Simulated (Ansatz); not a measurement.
## GaGe under changes of volume

One of the cells (24.335 Å³/atom); the others are scaled copies at fixed shape and fractional positions:

```
CELL_PARAMETERS angstrom
0.00000 2.89784 2.89784
2.89784 0.00000 2.89784
2.89784 2.89784 0.00000
ATOMIC_POSITIONS crystal
Ge 0.00000 0.00000 0.00000
Ga 0.25000 0.25000 0.25000
```

The cell comes from a database or a generator and needn't be the stable form of this composition.

```yaml
Program: Ansatz 0.2.0
Functional: PBEsol
Potentials_or_basis: Ansatz PAW
Cutoff: "420 eV (not typed: the program's choice for these potentials)"
k_mesh: 8 × 8 × 8
Occupations: fermi-dirac, width 0.05 eV
Spin: no spin polarisation
```

```tsv
volume (Å³/atom)	energy over the lowest point (meV/atom)	pressure (GPa)
22.875	0.70	0.8
23.361	0.00	-0.4
23.848	2.78	-1.4
24.335	8.66	-2.4
24.821	17.27	-3.2
25.308	28.28	-4.0
25.795	?	?
```

What does the run at 25.795 Å³/atom give?

Energy over the lowest point 41.45 meV/atom; pressure -4.6 GPa.

Worked out: A Birch-Murnaghan fit of order 3 (a polynomial in V^(-2/3)) to the other rows has its minimum at 23.21 Å³/atom with B0 = V·E''(V) = 57 GPa and B' = 4.9. It gives 41.43 meV/atom at 25.795 Å³/atom, against the run's 41.45, and -dE/dV = -4.6 GPa, against -4.6.

Energies are extrapolated to zero smearing.

Caveats: the PAW data sets come from PBE, with cores solved anew for the run's functional, which leaves a small shift of forces and pressure.
